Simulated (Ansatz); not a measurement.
**GeH₅ (doublet): the correlation ladder at distance H1–H2 along a hydrogen transfer = 1.006 Å, cc-pVTZ**

How much of the correlation energy of GeH₅ (doublet) does each wave-function method recover here?

Program: Ansatz 0.2.0, Gaussian basis. Level of theory: cc-pVTZ, correlated electrons: outside noble gas. These are calculated values, not measurements.

Plan: UHF; CCSD(T) on ROHF; CCSD(T) on UHF; BCCD(T) on ROHF; CISD; CCSDT(Q) on ROHF; CCSDT(Q) on UHF; CASSCF and NEVPT2, 3 electrons in 3 orbitals; CASSCF and NEVPT2, 9 electrons in 9 orbitals.

### 1 The geometry

The geometry derives from fragments relaxed apart (PBE0/def2-TZVP) and kept rigid, so it is no stationary point. A hydrogen atom is moved between rigid fragments. No spin-orbit coupling is included. The filled d shell of Ge counts as core when cores are frozen.

6 atoms, charge 0, spin multiplicity 2.

Atoms are counted from 1 here; the program's logs count them from 0.

Bond lengths: H2–Ge3 1.879 Å, Ge3–H4 1.539 Å, Ge3–H5 1.539 Å, Ge3–H6 1.539 Å. Angles: H2–Ge3–H4 107.7°, H2–Ge3–H5 107.7°, H2–Ge3–H6 107.7°, H4–Ge3–H5 111.2°, H4–Ge3–H6 111.2°, H5–Ge3–H6 111.2°.

In the tables R marks a restricted open-shell determinant and U an unrestricted one; 'pair' is the active space of 3 electrons in 3 orbitals; 'valence' is the active space of 9 electrons in 9 orbitals; correlation energies count from the lowest restricted Hartree-Fock solution.

### 2 UHF

in.yaml

```yaml
crystal:
  periodic: [false, false, false]
  atoms:
    - {symbol: H, position_ang: [-2.841428, 0.000000, -0.000001]}
    - {symbol: H, position_ang: [-1.835428, 0.000000, -0.000001]}
    - {symbol: Ge, position_ang: [0.043572, 0.000000, 0.000000]}
    - {symbol: H, position_ang: [0.512240, -1.465915, 0.000000]}
    - {symbol: H, position_ang: [0.512241, 0.732957, -1.269519]}
    - {symbol: H, position_ang: [0.512240, 0.732957, 1.269520]}
basis:
  gaussian: {orbitals: cc-pVTZ}
magnetization: {spin_polarized: true, initial_magnetization: 1}
hamiltonian: {xc: hf}
output: {orbitals: {seedname: orbitals}}
```

Command:

```sh
$ ansatz run in.yaml --threads 1 --pin off --events-out ev --progress --plain --max-ram 2816MiB --backend cpu
```

After this run come: CCSD(T) on ROHF; CCSD(T) on UHF; BCCD(T) on ROHF; CISD; CCSDT(Q) on ROHF; CCSDT(Q) on UHF; CASSCF and NEVPT2, 3 electrons in 3 orbitals; CASSCF and NEVPT2, 9 electrons in 9 orbitals.

Before running them: what should the planned runs give, taken together? Wanted: correlation energy, UCCSDT(Q); RMP2 from UCCSDT(Q); UMP2 from UCCSDT(Q); RCCSD from UCCSDT(Q); RCCSD(T) from UCCSDT(Q); UCCSD(T) from UCCSDT(Q); RCCSDT(Q) from UCCSDT(Q); NEVPT2 pair from UCCSDT(Q); NEVPT2 valence from UCCSDT(Q).

As calculated:

```
                         quantity                                                   value
    correlation energy, UCCSDT(Q)                                              -5.4016 eV
              RMP2 from UCCSDT(Q)                                             +1061.6 meV
              UMP2 from UCCSDT(Q)                                             +1089.7 meV
             RCCSD from UCCSDT(Q)                                              +153.8 meV
          RCCSD(T) from UCCSDT(Q)                                               +29.1 meV
          UCCSD(T) from UCCSDT(Q)                                               +27.8 meV
         RCCSDT(Q) from UCCSDT(Q)                                                +3.0 meV
       NEVPT2 pair from UCCSDT(Q)                                              +998.9 meV
    NEVPT2 valence from UCCSDT(Q)                                              +952.8 meV
levels within 1 kcal/mol (43 meV)  RCCSD(T), UCCSD(T), BCCD(T), RCCSDT, UCCSDT, RCCSDT(Q)
                    T1 diagnostic                                                   0.023
   effectively unpaired electrons                                                    1.03
```

RCCSD(T) misses by +29.1 meV, 0.5 % of the correlation energy. One determinant dominates. Of the multireference levels listed NEVPT2 valence comes nearest (+952.8 meV). These misses are within one basis and frozen core, not against nature; frozen cores of the runs differ by up to some meV.
